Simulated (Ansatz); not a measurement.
# C₂H₅FOSe: up Jacob's ladder to CCSD(T)

How much do the methods differ for C₂H₅FOSe? The plan is to run it at one geometry with functionals of several rungs and with coupled cluster. The yardstick is the atomisation energy at the CCSD(T) limit.

The runs use Ansatz 0.2.0, Gaussian basis; functionals in def2-TZVPP, the program's frozen cores in correlated methods.

Levels to be run: PBE-D4, r2SCAN-D4, PBE0-D4, B3LYP-D4, ωB97X-V, ωB97M-V, B2PLYP; CCSD(T)/def2-TZVPP; MP2/def2-QZVPP; extrapolation to the limit.

## (1) The geometry

The geometry comes from an earlier relaxation with PBE0-D4 in a triple-zeta def2 set; it is a stationary point, not always the lowest conformer.

SMILES `CC(O)(F)[SeH]`, 10 atoms, charge 0, spin multiplicity 1.

Atoms are counted from 1 here; the program's logs count them from 0.

Bond lengths: C1–C2 1.501 Å, C1–H6 1.089 Å, C1–H7 1.089 Å, C1–H8 1.093 Å, C2–O3 1.365 Å, C2–F4 1.378 Å, C2–Se5 1.999 Å, O3–H9 0.964 Å, Se5–H10 1.467 Å. Angles: C2–C1–H6 109.9°, C2–C1–H7 110.1°, C2–C1–H8 108.6°, H6–C1–H7 109.2°, H6–C1–H8 109.5°, H7–C1–H8 109.5°, C1–C2–O3 109.5°, C1–C2–F4 109.0°, C1–C2–Se5 113.3°, O3–C2–F4 109.8°, O3–C2–Se5 108.4°, F4–C2–Se5 106.8°, C2–O3–H9 108.6°, C2–Se5–H10 94.2°.

Coordinates:

```xyz
10
C2H5FOSe
C    -1.1769    0.0067   -0.0022
C     0.3015   -0.2289    0.1057
O     0.6010   -0.6758    1.3602
F     0.6742   -1.1718   -0.8280
Se    1.3913    1.4064   -0.2596
H    -1.4853    0.7660    0.7146
H    -1.4300    0.3397   -1.0073
H    -1.6957   -0.9304    0.2137
H     1.5550   -0.8035    1.4224
H     1.3479    1.2404   -1.7166
```

## (2) PBE-D4 (GGA)

File in.yaml:

```yaml
crystal:
  periodic: [false, false, false]
  atoms:
    - {symbol: C, position_ang: [-1.176908, 0.006669, -0.002202]}
    - {symbol: C, position_ang: [0.301487, -0.228851, 0.105681]}
    - {symbol: O, position_ang: [0.601047, -0.675788, 1.360242]}
    - {symbol: F, position_ang: [0.674174, -1.171808, -0.827981]}
    - {symbol: Se, position_ang: [1.391279, 1.406380, -0.259588]}
    - {symbol: H, position_ang: [-1.485274, 0.765967, 0.714583]}
    - {symbol: H, position_ang: [-1.429954, 0.339713, -1.007304]}
    - {symbol: H, position_ang: [-1.695686, -0.930385, 0.213748]}
    - {symbol: H, position_ang: [1.555017, -0.803543, 1.422413]}
    - {symbol: H, position_ang: [1.347920, 1.240446, -1.716592]}
basis:
  gaussian: {orbitals: def2-TZVPP}
hamiltonian: {xc: pbe, dispersion: d4}
output: {forces: true, orbitals: {seedname: orbitals}}
```

Run with:

```bash
$ ansatz run in.yaml --threads 4 --pin off --events-out ev --progress --plain --max-ram 10444MiB
```

After this run come: r2SCAN-D4 (meta-GGA); PBE0-D4 (hybrid); B3LYP-D4 (hybrid); ωB97X-V (range-separated); ωB97M-V (range-separated); B2PLYP (double hybrid); CCSD(T) in def2-TZVPP; MP2 in def2-QZVPP.

Q: Predict the results of all the runs planned. Wanted: atomisation energy, CCSD(T)/CBS; farthest; mean size of error, hybrid; mean size of error, range-separated; gap, smallest and largest; T1 diagnostic; triples share of the correlation energy.

The runs gave:

| quantity | value |
| --- | --- |
| atomisation energy, CCSD(T)/CBS | 37.820 eV |
| functionals within 0.378 eV (1.0 %) | r2SCAN-D4, PBE0-D4, B3LYP-D4, ωB97X-V, ωB97M-V |
| farthest | PBE-D4 (+1.054 eV) |
| mean size of error, hybrid | 0.121 eV |
| mean size of error, range-separated | 0.029 eV |
| gap, smallest and largest | 4.50 eV (PBE-D4), 11.09 eV (ωB97X-V) |
| T1 diagnostic | 0.0107 |
| triples share of the correlation energy | 3.6 % |

PBE-D4 misses by +1.054 eV. Double hybrids carry the basis error of their MP2 part in triple zeta, and no dispersion term here, so their miss is partly the set-up's. The reference freezes the cores and leaves out relativity and excitations past (T), and its outer-core shells are covered unevenly, so misses under about 0.378 eV can't be ranked. All levels share the lack of spin-orbit coupling, which lowers the free heavy atoms and so the true binding. Hartree-Fock recovers 69 % of the binding; the rest is correlation. The gap grows from 4.5 to 11.1 eV across the functionals, mostly with the share of exact exchange. Correlated methods include outer-core shells of Se, which these sets cover unevenly.
